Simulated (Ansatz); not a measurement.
# W: the cost of one run

Computed with Ansatz 0.2.0 (DFT PBEsol, scalar-relativistic, plane waves, PAW, unless a step's input says otherwise).

## Step 1: The starting structure

The structure is cubic, space group Fm-3m (No. 225). Conventional cell: a = 4.060 Å, b = 4.060 Å, c = 4.060 Å, α = 90.00°, β = 90.00°, γ = 90.00°. W (site symmetry m-3m) has 12 W at 2.87 Å in its first shell of neighbours.

Coordinates:

```xyz
1
Lattice="0.0000 2.0300 2.0300 2.0300 0.0000 2.0300 2.0300 2.0300 0.0000" Properties=species:S:1:pos:R:3 pbc="T T T"
W     0.0000    0.0000    0.0000
```

The cell is taken as given, not relaxed at this level.

## Step 2: Zero of energy

Reference values: F = -10256.0464 eV; pressure -12.74 GPa; largest force 0.000 eV/Å; gap on the mesh none (metal). It was computed beforehand with the settings of the runs below.

## Step 3: Setting up a trigonal deformation path

At fixed volume and fractional coordinates, lengths along (0.577, 0.577, 0.577) are scaled against those across it; ρ is that ratio over its starting value.

## Step 4: At ρ = 0.500

The input, input.yaml:

```yaml
crystal:
  lattice:
    - [-0.8525465771, 1.7050931542, 1.7050931542]
    - [1.7050931542, -0.8525465771, 1.7050931542]
    - [1.7050931542, 1.7050931542, -0.8525465771]
  atoms:
    - { symbol: W, position: [0.0, 0.0, 0.0] }
basis:
  ecutwfc: 420
kpoints:
  mp_grid: { grid: [22, 22, 22] }
hamiltonian:
  xc: pbesol
scf:
  occupations: { method: gaussian, width: 0.15 }
output:
  forces: true
  stress: true
  eigenvalues: true
```

Launch:

```sh
$ ansatz run input.yaml --threads 1 --pin off --max-ram 2560MiB --backend cpu --events-out ev --progress --plain --runs-dir out
```

What time and memory should one allow on 1 thread of Intel Xeon at 2.50GHz (Skylake/Cascade Lake), shared host?

About 7.2 s, with a peak of 0.36 GiB.
